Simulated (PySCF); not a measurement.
**H2O5Si2: relaxation and vibrations and intensities**

The task, for H2O5Si2: 2 runs in a chain (relaxation and vibrations and intensities).

Method: relaxation, pbe0, def2-tzvp, and further levels as typed in the inputs, in PySCF 2.14.0.

### Step 1. Starting point

Bond lengths: H1–O2 0.970 Å, O2–Si3 1.680 Å, Si3–O4 1.718 Å, O4–Si5 1.718 Å, Si5–O6 1.680 Å, O6–H7 0.970 Å, Si5–O8 1.680 Å, Si3–O9 1.718 Å, Si5–O9 1.718 Å. Angles: H1–O2–Si3 119.5°, O2–Si3–O4 129.2°, O2–Si3–O9 105.2°, O4–Si3–O9 90.0°, Si3–O4–Si5 90.0°, O4–Si5–O6 126.4°, O4–Si5–O8 105.6°, O4–Si5–O9 90.0°, O6–Si5–O8 107.1°, O6–Si5–O9 105.2°, O8–Si5–O9 123.8°, Si5–O6–H7 109.6°, Si3–O9–Si5 90.0°.

Coordinates:

```xyz
9

H     0.7786   -1.9242    2.5598
O     0.8039   -2.1758    1.6233
Si    0.4976   -1.0159    0.4472
O    -0.8909   -0.8173   -0.5452
Si   -1.3076    0.6059    0.3227
O    -1.2194    2.1831   -0.2492
H    -1.8663    2.3078   -0.9612
O    -2.8817    0.3630    0.8571
O     0.0809    0.4073    1.3151
```

### Step 2. Relaxation: H2O5Si2, charge +1

The input, run.py:

```python
from pyscf import gto, dft
from pyscf.geomopt.geometric_solver import optimize
mol = gto.M(atom="mol.xyz", basis="def2-tzvp", charge=1, spin=1, verbose=4)
mf = dft.UKS(mol, xc="pbe0").density_fit().run(conv_tol=1e-9)
for i in range(6):  # look for a lower solution of the same spin
    mo, _, ok, _ = mf.stability(return_status=True)
    if ok: break
    mf.kernel(mf.make_rdm1(mo, mf.mo_occ))
print(f"converged SCF energy = {mf.e_tot:.10f}, stable: {ok}")
mf = mf.newton()  # steadier than the usual iterations for open shells
m = optimize(mf, maxsteps=60)
print("optimised structure (A):")
for k in range(m.natm): print(m.atom_symbol(k), *(f"{x:.8f}" for x in m.atom_coords(unit="A")[k]))
```

Run with:

```console
> python run.py
```

What it wrote:

```text
 <class 'pyscf.grad.rhf.Gradients_Scanner'> for <class 'pyscf.scf.hf.SecondOrderDFUKS_Scanner'> ********
unit = Eh/Bohr
grid_response = False
--------------- SecondOrderDFUKS_Scanner gradients ---------------
         x                y                z
0 H     0.0002592082    -0.0000468371    -0.0001993462
1 O     0.0005595427     0.0018532940     0.0032626332
2 Si    -0.0011962924    -0.0031634152    -0.0049670203
3 O    -0.0007566991     0.0002916520     0.0000631655
4 Si     0.0014549855     0.0027230657    -0.0003823926
5 O    -0.0004172371    -0.0002487840     0.0005253226
6 H     0.0002735875    -0.0001238315    -0.0003864847
7 O    -0.0001697169    -0.0008576746     0.0007118412
8 O    -0.0000475978    -0.0005073417     0.0013036741
----------------------------------------------
cycle 8: E = -955.774324281  dE = -7.52626e-05  norm(grad) = 0.00805811

Geometry optimization cycle 9
Cartesian coordinates (Angstrom)
 Atom        New coordinates             dX        dY        dZ
   H   1.574574  -2.160702   2.190923    0.001106 -0.007045 -0.004782
   O   0.989716  -2.099941   1.425291   -0.000797 -0.000841 -0.002861
  Si   0.001464  -0.986306   0.997715    0.001486  0.004779  0.006697
   O  -0.929112  -0.846034  -0.287762    0.003995  0.000190  0.004492
  Si  -1.488582   0.674158   0.334587   -0.000395  0.000462  0.000421
   O  -1.055785   1.997289  -0.406801   -0.001122  0.000198 -0.000829
   H  -1.519268   2.422329  -1.134877   -0.000657 -0.002001 -0.002384
   O  -3.087535   0.541128   0.640153   -0.000745 -0.000454 -0.002921
   O  -0.446400   0.390453   1.671912   -0.002613  0.005243  0.002687
New geometry
   1 H      1.574574292298  -2.160702229661   2.190923270825 AA    2.975514175225  -4.083135450797   4.140244941795 Bohr
   2 O      0.989716228043  -2.099941073407   1.425290504755 AA    1.870292612038  -3.968313506463   2.693408701930 Bohr
   3 Si     0.001464486786  -0.986305516003   0.997715298935 AA    0.002767478939  -1.863847300393   1.885408665276 Bohr
   4 O     -0.929112335471  -0.846033867913  -0.287761869256 AA   -1.755767852996  -1.598772302462  -0.543791121986 Bohr
   5 Si    -1.488582208786   0.674158005836   0.334586991541 AA   -2.813012688506   1.273973995713   0.632277778854 Bohr
   6 O     -1.055784565012   1.997289241845  -0.406800648713 AA   -1.995143674415   3.774329658627  -0.768741813362 Bohr
   7 H     -1.519267872564   2.422328882803  -1.134876725789 AA   -2.871000188996   4.577538172122  -2.144606196884 Bohr
   8 O     -3.087534926883   0.541127744533   0.640152953931 AA   -5.834595411838   1.022583235572   1.209713760762 Bohr
   9 O     -0.446400211210   0.390453284447   1.671911788452 AA   -0.843574141135   0.737849772042   3.159455384605 Bohr

******** <class 'pyscf.scf.hf.SecondOrderDFUKS_Scanner'> ********
method = SecondOrderDFUKS_Scanner
initial guess = minao
damping factor = 0
level_shift factor = 0
DIIS = <class 'pyscf.scf.diis.CDIIS'>
diis_start_cycle = 1
diis_space = 8
diis_damp = 0
SCF conv_tol = 1e-09
SCF conv_tol_grad = None
SCF max_cycles = 50
direct_scf = False
number electrons alpha = 35  beta = 34
XC library pyscf.dft.libxc version 7.0.0
    S. Lehtola, C. Steigemann, M. J.T. Oliveira, and M. A.L. Marques.,  SoftwareX 7, 1–5 (2018)
XC functionals = pbe0
    C. Adamo and V. Barone.,  J. Chem. Phys. 110, 6158 (1999)
    M. Ernzerhof and G. E. Scuseria.,  J. Chem. Phys. 110, 5029 (1999)
radial grids:
    Treutler-Ahlrichs [JCP 102, 346 (1995); DOI:10.1063/1.469408] (M4) radial grids

becke partition: Becke, JCP 88, 2547 (1988); DOI:10.1063/1.454033
pruning grids: <function nwchem_prune at 0x72d87878db20>
grids dens level: 3
symmetrized grids: False
atomic radii adjust function: <function treutler_atomic_radii_adjust at 0x72d87878e840>
small_rho_cutoff = 0
******** <class 'pyscf.df.df_jk.DFUKS'> Newton solver flags ********
SCF tol = 1e-09
conv_tol_grad = None
max. SCF cycles = 50
direct_scf = False
max_cycle_inner = 12
max_stepsize = 0.05
ah_start_tol = 1e+09
ah_level_shift = 0
ah_conv_tol = 1e-12
ah_lindep = 1e-14
ah_start_cycle = 1
ah_max_cycle = 40
ah_grad_trust_region = 2.5
kf_interval = 4
kf_trust_region = 5
canonicalization = True
Set conv_tol_grad to 3.16228e-05
tot grids = 128392
******** <class 'pyscf.df.df.DF'> ********
auxbasis = def2-tzvp-jkfit
[... the frontier-level lines of each cycle are left out ...]
Initial guess E= -955.774426490436  |g|= 0.00122251
macro= 0  E= -955.774427265571  delta_E= -7.75135e-07  |g|= 0.000122583  2 KF 13 JK
macro= 1  E= -955.774427265569  delta_E= 2.04636e-12  |g|= 1.1035e-05  1 KF 2 JK
Canonicalize SCF orbitals
macro X = 2  E=-955.774427265569  |g|= 1.1035e-05  total 4 KF 18 JK
converged SCF energy = -955.774427265569  <S^2> = 0.75319626  2S+1 = 2.0031937

******** <class 'pyscf.grad.rhf.Gradients_Scanner'> for <class 'pyscf.scf.hf.SecondOrderDFUKS_Scanner'> ********
unit = Eh/Bohr
grid_response = False
--------------- SecondOrderDFUKS_Scanner gradients ---------------
         x                y                z
0 H     0.0002130147     0.0000284631    -0.0002046247
1 O     0.0002797081     0.0015414616     0.0025515314
2 Si    -0.0008656700    -0.0027353502    -0.0040215643
3 O    -0.0003947843    -0.0002673692     0.0000015223
4 Si     0.0014311436     0.0028072449     0.0001614322
5 O    -0.0004273453    -0.0001690977     0.0004408461
6 H     0.0002858844    -0.0001343652    -0.0003672534
7 O    -0.0000818747    -0.0008117603     0.0006498195
8 O    -0.0004669114    -0.0003545436     0.0007249924
----------------------------------------------
cycle 9: E = -955.774427266  dE = -0.000102985  norm(grad) = 0.00679977

Geometry optimization cycle 10
Cartesian coordinates (Angstrom)
 Atom        New coordinates             dX        dY        dZ
   H   1.576474  -2.170902   2.184176    0.001900 -0.010200 -0.006747
   O   0.988863  -2.101066   1.421376   -0.000854 -0.001125 -0.003915
  Si   0.003641  -0.979318   1.007344    0.002177  0.006988  0.009629
   O  -0.923742  -0.845015  -0.281230    0.005370  0.001019  0.006532
  Si  -1.489355   0.674662   0.335077   -0.000773  0.000504  0.000490
   O  -1.057503   1.997500  -0.407980   -0.001718  0.000211 -0.001180
   H  -1.520443   2.419329  -1.138210   -0.001175 -0.003000 -0.003334
   O  -3.088958   0.540963   0.635396   -0.001423 -0.000165 -0.004757
   O  -0.449728   0.397853   1.676100   -0.003327  0.007400  0.004189
New geometry
   1 H      1.576473956930  -2.170901854524   2.184176189883 AA    2.979104021106  -4.102409948360   4.127494806675 Bohr
   2 O      0.988862716362  -2.101066259870   1.421375778026 AA    1.868679708717  -3.970439800719   2.686010940559 Bohr
   3 Si     0.003641482694  -0.979317812021   1.007344226621 AA    0.006881404979  -1.850642453628   1.903604701475 Bohr
   4 O     -0.923742333109  -0.845014514871  -0.281229904566 AA   -1.745620019242  -1.596846004388  -0.531447497667 Bohr
   5 Si    -1.489355019842   0.674662162306   0.335077000105 AA   -2.814473089747   1.274926713365   0.633203760838 Bohr
   6 O     -1.057502614670   1.997500303431  -0.407980317117 AA   -1.998390317737   3.774728507220  -0.770971063565 Bohr
   7 H     -1.520442772803   2.419329123594  -1.138210236609 AA   -2.873220428673   4.571869448777  -2.150905619367 Bohr
   8 O     -3.088957807551   0.540962606846   0.635395853605 AA   -5.837284266609   1.022271170570   1.200724143998 Bohr
   9 O     -0.449727583181   0.397853306570   1.676100385840 AA   -0.849861962875   0.751833787170   3.167370686515 Bohr

******** <class 'pyscf.scf.hf.SecondOrderDFUKS_Scanner'> ********
method = SecondOrderDFUKS_Scanner
initial guess = minao
damping factor = 0
level_shift factor = 0
DIIS = <class 'pyscf.scf.diis.CDIIS'>
diis_start_cycle = 1
diis_space = 8
diis_damp = 0
SCF conv_tol = 1e-09
SCF conv_tol_grad = None
SCF max_cycles = 50
direct_scf = False
number electrons alpha = 35  beta = 34
XC library pyscf.dft.libxc version 7.0.0
    S. Lehtola, C. Steigemann, M. J.T. Oliveira, and M. A.L. Marques.,  SoftwareX 7, 1–5 (2018)
XC functionals = pbe0
    C. Adamo and V. Barone.,  J. Chem. Phys. 110, 6158 (1999)
[... 820 lines left out ...]
----------------------------------------------
cycle 18: E = -955.774717302  dE = -1.92814e-07  norm(grad) = 0.000399628

Geometry optimization cycle 19
Cartesian coordinates (Angstrom)
 Atom        New coordinates             dX        dY        dZ
   H   1.577424  -2.125464   2.202101   -0.000833  0.008181  0.000554
   O   1.006491  -2.027801   1.429711    0.000127  0.007957 -0.000213
  Si   0.015120  -0.902888   1.038458   -0.000796  0.007395  0.000214
   O  -0.914182  -0.804198  -0.254478   -0.000755  0.006275  0.000211
  Si  -1.505028   0.709143   0.327071   -0.002255  0.005967  0.000240
   O  -1.078381   2.022201  -0.438173   -0.003000  0.005567 -0.001397
   H  -1.590059   2.477368  -1.113777   -0.006140  0.003331 -0.000668
   O  -3.106371   0.584598   0.619112   -0.002207  0.003133 -0.000399
   O  -0.460170   0.476483   1.681768   -0.002213  0.007172 -0.000042
New geometry
   1 H      1.577423931017  -2.125463739015   2.202100893561 AA    2.980899211958  -4.016544354433   4.161367587491 Bohr
   2 O      1.006490963917  -2.027801103315   1.429710679327 AA    1.901992268652  -3.831988720356   2.701761621293 Bohr
   3 Si     0.015119880362  -0.902887659440   1.038457711833 AA    0.028572432921  -1.706210397590   1.962400667306 Bohr
   4 O     -0.914182129068  -0.804198261356  -0.254478382406 AA   -1.727553851910  -1.519714463814  -0.480894447371 Bohr
   5 Si    -1.505028176049   0.709142607291   0.327070573625 AA   -2.844091062487   1.340085311041   0.618073807555 Bohr
   6 O     -1.078381351650   2.022200679961  -0.438173460754 AA   -2.037845412457   3.821405454035  -0.828027835877 Bohr
   7 H     -1.590058933043   2.477368360051  -1.113776618441 AA   -3.004775905370   4.681547710159  -2.104732772797 Bohr
   8 O     -3.106371196443   0.584598261085   0.619111675197 AA   -5.870190802514   1.104730606347   1.169951506643 Bohr
   9 O     -0.460169637571   0.476482827726   1.681768152361 AA   -0.869594585849   0.900422047460   3.178081212979 Bohr

******** <class 'pyscf.scf.hf.SecondOrderDFUKS_Scanner'> ********
method = SecondOrderDFUKS_Scanner
initial guess = minao
damping factor = 0
level_shift factor = 0
DIIS = <class 'pyscf.scf.diis.CDIIS'>
diis_start_cycle = 1
diis_space = 8
diis_damp = 0
SCF conv_tol = 1e-09
SCF conv_tol_grad = None
SCF max_cycles = 50
direct_scf = False
number electrons alpha = 35  beta = 34
XC library pyscf.dft.libxc version 7.0.0
    S. Lehtola, C. Steigemann, M. J.T. Oliveira, and M. A.L. Marques.,  SoftwareX 7, 1–5 (2018)
XC functionals = pbe0
    C. Adamo and V. Barone.,  J. Chem. Phys. 110, 6158 (1999)
    M. Ernzerhof and G. E. Scuseria.,  J. Chem. Phys. 110, 5029 (1999)
radial grids:
    Treutler-Ahlrichs [JCP 102, 346 (1995); DOI:10.1063/1.469408] (M4) radial grids

becke partition: Becke, JCP 88, 2547 (1988); DOI:10.1063/1.454033
pruning grids: <function nwchem_prune at 0x72d87878db20>
grids dens level: 3
symmetrized grids: False
atomic radii adjust function: <function treutler_atomic_radii_adjust at 0x72d87878e840>
small_rho_cutoff = 0
******** <class 'pyscf.df.df_jk.DFUKS'> Newton solver flags ********
SCF tol = 1e-09
conv_tol_grad = None
max. SCF cycles = 50
direct_scf = False
max_cycle_inner = 12
max_stepsize = 0.05
ah_start_tol = 1e+09
ah_level_shift = 0
ah_conv_tol = 1e-12
ah_lindep = 1e-14
ah_start_cycle = 1
ah_max_cycle = 40
ah_grad_trust_region = 2.5
kf_interval = 4
kf_trust_region = 5
canonicalization = True
Set conv_tol_grad to 3.16228e-05
tot grids = 128392
******** <class 'pyscf.df.df.DF'> ********
auxbasis = def2-tzvp-jkfit
Initial guess E= -955.774716776741  |g|= 0.000495525
macro= 0  E= -955.774717039507  delta_E= -2.62766e-07  |g|= 5.97388e-05  2 KF 13 JK
macro= 1  E= -955.774717039506  delta_E= 1.13687e-12  |g|= 7.56902e-06  1 KF 2 JK
Canonicalize SCF orbitals
macro X = 2  E=-955.774717039506  |g|= 7.56902e-06  total 4 KF 18 JK
converged SCF energy = -955.774717039506  <S^2> = 0.75321425  2S+1 = 2.0032117

******** <class 'pyscf.grad.rhf.Gradients_Scanner'> for <class 'pyscf.scf.hf.SecondOrderDFUKS_Scanner'> ********
unit = Eh/Bohr
grid_response = False
--------------- SecondOrderDFUKS_Scanner gradients ---------------
         x                y                z
0 H    -0.0000275755    -0.0000395628     0.0000173231
1 O    -0.0000376361    -0.0000064983    -0.0000534985
2 Si     0.0000853445     0.0000446732    -0.0000377024
3 O     0.0000827331    -0.0001190592     0.0000437335
4 Si     0.0000766946     0.0001886293     0.0001566644
5 O     0.0000814931    -0.0001547536    -0.0001328051
6 H    -0.0000228071     0.0000384671     0.0000669076
7 O     0.0000171910    -0.0000475791     0.0000517446
8 O    -0.0001902839    -0.0000541049    -0.0000911250
----------------------------------------------
cycle 19: E = -955.77471704  dE = 2.62587e-07  norm(grad) = 0.000462565

Geometry optimization cycle 20
Cartesian coordinates (Angstrom)
 Atom        New coordinates             dX        dY        dZ
   H   1.577406  -2.120951   2.201820   -0.000017  0.004512 -0.000281
   O   1.006414  -2.023776   1.429398   -0.000077  0.004025 -0.000313
  Si   0.014310  -0.899330   1.038419   -0.000810  0.003558 -0.000038
   O  -0.915104  -0.801030  -0.254546   -0.000922  0.003169 -0.000067
  Si  -1.506603   0.711982   0.326982   -0.001575  0.002839 -0.000089
   O  -1.080392   2.025452  -0.438184   -0.002011  0.003251 -0.000011
   H  -1.592935   2.478752  -1.114462   -0.002876  0.001384 -0.000685
   O  -3.108016   0.586508   0.618216   -0.001645  0.001910 -0.000896
   O  -0.461331   0.480026   1.681599   -0.001161  0.003543 -0.000170
New geometry
   1 H      1.577406484409  -2.120951270446   2.201819613173 AA    2.980866242647  -4.008017024690   4.160836044592 Bohr
   2 O      1.006414131922  -2.023775844072   1.429397975577 AA    1.901847077225  -3.824382082806   2.701170696848 Bohr
   3 Si     0.014310116804  -0.899329855345   1.038419274081 AA    0.027042201569  -1.699487122247   1.962328030482 Bohr
   4 O     -0.915103652498  -0.801029609146  -0.254545643534 AA   -1.729295278811  -1.513726578953  -0.481021552480 Bohr
   5 Si    -1.506602707264   0.711981944593   0.326981855587 AA   -2.847066495258   1.345450880916   0.617906154761 Bohr
   6 O     -1.080392233040   2.025452118538  -0.438184428693 AA   -2.041645427553   3.827549782458  -0.828048562279 Bohr
   7 H     -1.592934809747   2.478751873619  -1.114461681302 AA   -3.010210524707   4.684162171892  -2.106027353982 Bohr
   8 O     -3.108015988345   0.586508314817   0.618216005952 AA   -5.873299008741   1.108340084784   1.168258937071 Bohr
   9 O     -0.461330946161   0.480025915943   1.681598634022 AA   -0.871789141032   0.907117513825   3.177760869745 Bohr

******** <class 'pyscf.scf.hf.SecondOrderDFUKS_Scanner'> ********
method = SecondOrderDFUKS_Scanner
initial guess = minao
damping factor = 0
level_shift factor = 0
DIIS = <class 'pyscf.scf.diis.CDIIS'>
diis_start_cycle = 1
diis_space = 8
diis_damp = 0
SCF conv_tol = 1e-09
SCF conv_tol_grad = None
SCF max_cycles = 50
direct_scf = False
number electrons alpha = 35  beta = 34
XC library pyscf.dft.libxc version 7.0.0
    S. Lehtola, C. Steigemann, M. J.T. Oliveira, and M. A.L. Marques.,  SoftwareX 7, 1–5 (2018)
XC functionals = pbe0
    C. Adamo and V. Barone.,  J. Chem. Phys. 110, 6158 (1999)
    M. Ernzerhof and G. E. Scuseria.,  J. Chem. Phys. 110, 5029 (1999)
radial grids:
    Treutler-Ahlrichs [JCP 102, 346 (1995); DOI:10.1063/1.469408] (M4) radial grids

becke partition: Becke, JCP 88, 2547 (1988); DOI:10.1063/1.454033
pruning grids: <function nwchem_prune at 0x72d87878db20>
grids dens level: 3
symmetrized grids: False
atomic radii adjust function: <function treutler_atomic_radii_adjust at 0x72d87878e840>
small_rho_cutoff = 0
******** <class 'pyscf.df.df_jk.DFUKS'> Newton solver flags ********
SCF tol = 1e-09
conv_tol_grad = None
max. SCF cycles = 50
direct_scf = False
max_cycle_inner = 12
max_stepsize = 0.05
ah_start_tol = 1e+09
ah_level_shift = 0
ah_conv_tol = 1e-12
ah_lindep = 1e-14
ah_start_cycle = 1
ah_max_cycle = 40
ah_grad_trust_region = 2.5
kf_interval = 4
kf_trust_region = 5
canonicalization = True
Set conv_tol_grad to 3.16228e-05
tot grids = 128392
******** <class 'pyscf.df.df.DF'> ********
auxbasis = def2-tzvp-jkfit
Initial guess E= -955.774717328934  |g|= 0.000234849
macro= 0  E= -955.774717368065  delta_E= -3.91308e-08  |g|= 4.56341e-05  2 KF 12 JK
macro= 1  E= -955.774717368062  delta_E= 2.27374e-12  |g|= 8.96944e-06  1 KF 2 JK
Canonicalize SCF orbitals
macro X = 2  E=-955.774717368062  |g|= 8.96944e-06  total 4 KF 17 JK
converged SCF energy = -955.774717368062  <S^2> = 0.75321497  2S+1 = 2.0032124

******** <class 'pyscf.grad.rhf.Gradients_Scanner'> for <class 'pyscf.scf.hf.SecondOrderDFUKS_Scanner'> ********
unit = Eh/Bohr
grid_response = False
--------------- SecondOrderDFUKS_Scanner gradients ---------------
         x                y                z
0 H    -0.0000275566    -0.0000352191     0.0000208055
1 O    -0.0000080043    -0.0000390803    -0.0000573749
2 Si     0.0000675355     0.0000301958    -0.0000031089
3 O     0.0000664999    -0.0000884098    -0.0000027030
4 Si     0.0000009101     0.0001175132     0.0001905044
5 O     0.0001616166    -0.0000885176    -0.0001420705
6 H    -0.0000587055     0.0000145302     0.0000555868
7 O     0.0000069933    -0.0000474686     0.0000293780
8 O    -0.0001428076    -0.0000128860    -0.0000681546
----------------------------------------------
cycle 20: E = -955.774717368  dE = -3.28556e-07  norm(grad) = 0.000405467
optimised structure (A):
H 1.57740648 -2.12095127 2.20181961
O 1.00641413 -2.02377584 1.42939798
Si 0.01431012 -0.89932986 1.03841927
O -0.91510365 -0.80102961 -0.25454564
Si -1.50660271 0.71198194 0.32698186
O -1.08039223 2.02545212 -0.43818443
H -1.59293481 2.47875187 -1.11446168
O -3.10801599 0.58650831 0.61821601
O -0.46133095 0.48002592 1.68159863
```

Run time: 29 min. Hardware: 3 threads of Intel Xeon Platinum 8259CL at 2.50GHz (Skylake/Cascade Lake), shared host.

[end of part 1 of 2]
